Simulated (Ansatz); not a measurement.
# BCl2FH: the cost of one run

Method: UKS PBE-D4/def2-SVP, in Ansatz 0.2.0.

1 further run of the same task is left out (it didn't finish).

### Step 1. The structure to begin with

Bond lengths: B1–F2 1.570 Å, B1–Cl3 1.860 Å, B1–Cl4 1.860 Å. Angles: F2–B1–Cl3 120.0°, F2–B1–Cl4 120.0°, Cl3–B1–Cl4 120.0°.

As a file:

```xyz
5

B     0.0000    0.0000    0.0000
F     0.0000    0.0000    1.5700
Cl    1.6108    0.0000   -0.9300
Cl   -1.6108    0.0000   -0.9300
H     0.0000    0.0000    2.7900
```

### Step 2. Pulling towards end A

Springs on the bonds that form and break draw the guess towards this end; the thresholds are loose.

Contents of input.yaml:

```yaml
crystal:
  periodic: [false, false, false]
  atoms:
    - { symbol: B, position_ang: [0.0, 0.0, 0.0] }
    - { symbol: F, position_ang: [0.0, 0.0, 1.57] }
    - { symbol: Cl, position_ang: [1.6108, 0.0, -0.93] }
    - { symbol: Cl, position_ang: [-1.6108, 0.0, -0.93] }
    - { symbol: H, position_ang: [0.0, 0.0, 2.79] }
magnetization:
  spin_polarized: true
  initial_magnetization: 1
basis:
  gaussian: { orbitals: def2-SVP }
hamiltonian:
  xc: pbe
  dispersion: d4
relax:
  f_tol: 0.15
  max_steps: 25
  restrain:
    - { distance: [1, 4], at: 2.12, k: 30.0 }
    - { distance: [0, 1], at: 1.32, k: 30.0 }
```

Launch:

```console
$ ansatz run input.yaml --threads 2 --pin off --max-ram 3072MiB --backend cpu --events-out ev --progress --plain --runs-dir out
```

Q: Estimate wall time and peak memory on 2 threads of Arm Neoverse V2, shared host.

About 9 s, with a peak of 0.16 GiB.
